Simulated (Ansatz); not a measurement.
**C2H5BO2: basis-set convergence**

An exercise on one series of results from a longer session: the logs are not shown, and one member is left open.

Computed with Ansatz 0.2.0, Gaussian basis. Level: one geometry, several basis sets.

The runs, in order: PBE0-D4/def2-SVP; ωB97M-V/def2-SVP; PBE0-D4/def2-QZVPP; ωB97M-V/def2-QZVPP; the functionals' def2-TZVPP values are taken from earlier runs.

### Structure used throughout

All runs share one geometry, relaxed beforehand with PBE0-D4 in a triple-zeta def2 set.

SMILES `CB(O)C=O`, 10 atoms, charge 0, spin multiplicity 1.

Atoms are counted from 1 here; the program's logs count them from 0.

Bond lengths: C1–B2 1.555 Å, C1–H6 1.096 Å, C1–H7 1.090 Å, C1–H8 1.097 Å, B2–O3 1.344 Å, B2–C4 1.621 Å, O3–H9 0.971 Å, C4–O5 1.213 Å, C4–H10 1.113 Å. Angles: B2–C1–H6 110.7°, B2–C1–H7 113.2°, B2–C1–H8 110.1°, H6–C1–H7 108.7°, H6–C1–H8 105.3°, H7–C1–H8 108.4°, C1–B2–O3 122.8°, C1–B2–C4 124.0°, O3–B2–C4 113.1°, B2–O3–H9 109.1°, B2–C4–O5 118.8°, B2–C4–H10 122.6°, O5–C4–H10 118.6°.

Set-up of the first run:

The input, in.yaml:

```yaml
crystal:
  periodic: [false, false, false]
  atoms:
    - {symbol: C, position_ang: [-1.016722, -0.608599, 0.801764]}
    - {symbol: B, position_ang: [0.291422, -0.165096, 0.086890]}
    - {symbol: O, position_ang: [1.484201, -0.734551, 0.330353]}
    - {symbol: C, position_ang: [0.363768, 1.014700, -1.023099]}
    - {symbol: O, position_ang: [1.435644, 1.280941, -1.523740]}
    - {symbol: H, position_ang: [-1.504856, 0.246299, 1.283373]}
    - {symbol: H, position_ang: [-0.855795, -1.386415, 1.548891]}
    - {symbol: H, position_ang: [-1.741002, -0.979503, 0.066484]}
    - {symbol: H, position_ang: [2.158911, -0.310151, -0.224337]}
    - {symbol: H, position_ang: [-0.532469, 1.591175, -1.343679]}
basis:
  gaussian: {orbitals: def2-SVP}
hamiltonian: {xc: pbe0, dispersion: d4}
output: {orbitals: {seedname: orbitals}}
```

On the command line:

```
> ansatz run in.yaml --threads 2 --pin off --events-out ev --progress --plain --max-ram 4352MiB
```

Steps of the session up to this table: PBE0-D4 in def2-SVP; ωB97M-V in def2-SVP; PBE0-D4 in def2-QZVPP; ωB97M-V in def2-QZVPP.

One table of the session follows, with a row left open; its other results are not shown here.

It belongs to the step «Functionals by basis». 

| functional | basis | HOMO (eV) | LUMO (eV) |
| --- | --- | --- | --- |
| PBE0-D4 | def2-SVP | -7.20 | -1.97 |
| PBE0-D4 | def2-TZVPP | ? | ? |
| PBE0-D4 | def2-QZVPP | -7.38 | -2.24 |
| ωB97M-V | def2-SVP | -9.55 | 0.39 |
| ωB97M-V | def2-TZVPP | -9.72 | 0.10 |
| ωB97M-V | def2-QZVPP | -9.75 | 0.01 |

Estimate the missing values for PBE0-D4, def2-TZVPP.

The run gave: HOMO (eV): -7.35; LUMO (eV): -2.19. In the column «HOMO (eV)» it lies between PBE0-D4, def2-QZVPP (-7.38) and PBE0-D4, def2-SVP (-7.20).
